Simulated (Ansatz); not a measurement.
# C2H3AlFN (SMILES [CH3][Al]([F])[C]#N) at r2SCAN/cc-pVDZ

What is the energy change on altering one bond length of C2H3AlFN at r2SCAN/cc-pVDZ? 

The results are computed with Ansatz 0.2.0.

114 further runs of the same task are left out: 114 set aside as unsound or not needed. Runs told in other sessions of the task aren't counted.

**1. Starting point**

C2H3AlFN: 8 atoms, total charge 0, spin state singlet. As SMILES, `[CH3][Al]([F])[C]#N`. The shape is that of a PBE0-D4/def2-TZVP optimisation.

Bond lengths: C1–Al2 1.922 Å, Al2–F3 1.642 Å, Al2–C4 1.932 Å, C4–N5 1.154 Å, C1–H6 1.094 Å, C1–H7 1.094 Å, C1–H8 1.092 Å. Angles: C1–Al2–F3 122.9°, C1–Al2–C4 123.0°, F3–Al2–C4 114.1°, Al2–C4–N5 177.1°, Al2–C1–H6 110.8°, Al2–C1–H7 110.8°, Al2–C1–H8 111.7°, H6–C1–H7 106.8°, H6–C1–H8 108.2°, H7–C1–H8 108.2°.

**2. A single-point energy at r2SCAN/cc-pVDZ**

Input file input.yaml:

```yaml
crystal:
  periodic: [false, false, false]
  atoms:
    - {symbol: C, position_ang: [-0.796200, -0.780200, 0.685800]}
    - {symbol: Al, position_ang: [0.733700, 0.022200, -0.157100]}
    - {symbol: F, position_ang: [2.249400, -0.595500, -0.030200]}
    - {symbol: C, position_ang: [0.623900, 1.626000, -1.228300]}
    - {symbol: "N", position_ang: [0.500000, 2.584900, -1.857400]}
    - {symbol: H, position_ang: [-0.942000, -1.805200, 0.332600]}
    - {symbol: H, position_ang: [-0.659200, -0.835500, 1.769600]}
    - {symbol: H, position_ang: [-1.709600, -0.216500, 0.485000]}
basis:
  gaussian:
    orbitals: cc-pVDZ
magnetization:
  spin_polarized: false
hamiltonian:
  xc: {name: r2SCAN}
accuracy: high
output:
  orbitals: {seedname: orbitals}
```

On the command line:

```sh
$ ansatz run input.yaml --threads 1 --pin off --max-ram 2610MiB --events-out events.jsonl --progress --plain --runs-dir runs
```

Output:

```text
Warning: RAYON_NUM_THREADS=1 ignored (pool sized by the plan → 1); use --threads N
Functional definition: r2SCAN
  name "r2SCAN"
  parameter k0 = 0.174
  parameter k1 = 0.065
  parameter a1 = 4.9479
  exchange = r2scan_x(k0 = k0, k1 = k1, a1 = a1)
  correlation = r2scan_c
1997 factors; integrals over basis functions are off by at most 3.9e-9 eV
mean field evaluation 1: about -12914.3841 eV, gradient 6.8e1 eV
mean field evaluation 2: about -12897.5169 eV, gradient 1.1e2 eV
mean field evaluation 4: about -12924.7580 eV, gradient 7.5e0 eV
mean field evaluation 8: about -12924.8668 eV, gradient 9.1e-1 eV
mean field evaluation 16: about -12924.8690 eV, gradient 3.9e-5 eV
mean field -12924.86895345 eV, -474.9801732483 hartree, gradient 5.7e-9 eV, S^2 0.000000; 0 other end points of the search recorded, 0 dependent functions left out
reference -12924.86895440 eV, -474.9801732833 hartree; 22, 22 occupied and 67, 67 virtual orbitals, 1997 factors
Total energy: -12924.86895440 eV, -474.9801732833 hartree
```

Run time: 16 s. Hardware: 1 thread of Arm Neoverse V2, shared host; peak memory 0.29 GiB.

**3. The distorted shape at the same level**

Input file job.yaml:

```yaml
crystal:
  periodic: [false, false, false]
  atoms:
    - symbol: C
      position_ang: [-0.779731, -1.020749, 0.846466]
    - symbol: Al
      position_ang: [0.750169, -0.218349, 0.003566]
    - symbol: F
      position_ang: [2.265869, -0.836049, 0.130466]
    - symbol: C
      position_ang: [0.623900, 1.626000, -1.228300]
    - symbol: N
      position_ang: [0.500000, 2.584900, -1.857400]
    - symbol: H
      position_ang: [-0.925531, -2.045749, 0.493266]
    - symbol: H
      position_ang: [-0.642731, -1.076049, 1.930266]
    - symbol: H
      position_ang: [-1.693131, -0.457049, 0.645666]
basis:
  gaussian:
    orbitals: cc-pVDZ
output: {orbitals: {seedname: orbitals}}
hamiltonian:
  xc: r2scan
accuracy: high
```

On the command line:

```sh
$ ansatz run job.yaml --threads 1 --pin off --max-ram 2610MiB --events-out events.jsonl --progress --plain --runs-dir runs
```

Output, shortened:

```text
Warning: RAYON_NUM_THREADS=1 ignored (pool sized by the plan → 1); use --threads N
[... 7 set-up lines as earlier in the session ...]
1989 factors; integrals over basis functions are off by at most 6.3e-9 eV
mean field evaluation 1: about -12913.0112 eV, gradient 7.1e1 eV
mean field evaluation 2: about -12886.5625 eV, gradient 1.2e2 eV
mean field evaluation 4: about -12924.3697 eV, gradient 6.7e0 eV
mean field evaluation 8: about -12924.4624 eV, gradient 1.7e-1 eV
mean field evaluation 16: about -12924.4624 eV, gradient 1.2e-5 eV
mean field -12924.46243990 eV, -474.9652341512 hartree, gradient 2.5e-8 eV, S^2 0.000000; 0 other end points of the search recorded, 0 dependent functions left out
reference -12924.46244085 eV, -474.9652341860 hartree; 22, 22 occupied and 67, 67 virtual orbitals, 1989 factors
Total energy: -12924.46244085 eV, -474.9652341860 hartree
```

Run time: 15 s. Hardware: 1 thread of Arm Neoverse V2, shared host; peak memory 0.28 GiB.

**4. Outcome**

At r2SCAN/cc-pVDZ:

```
                                                          quantity          value
                                         first shape: total energy  -474.98017 Eh
                                          first shape: HOMO energy       -8.21 eV
                                          first shape: LUMO energy       -2.33 eV
                                        first shape: HOMO–LUMO gap        5.88 eV
                                     distorted shape: total energy  -474.96523 Eh
                                      distorted shape: HOMO energy       -8.03 eV
                                      distorted shape: LUMO energy       -2.21 eV
                                    distorted shape: HOMO–LUMO gap        5.82 eV
energy change with the Al2–C4 bond stretched from 1.932 to 2.221 Å       0.407 eV
```

What this shows: With the Al2–C4 bond stretched from 1.932 to 2.221 Å the energy rises by 0.41 eV (39.2 kJ/mol). The first shape isn't relaxed at this level, so the change isn't measured from a minimum.
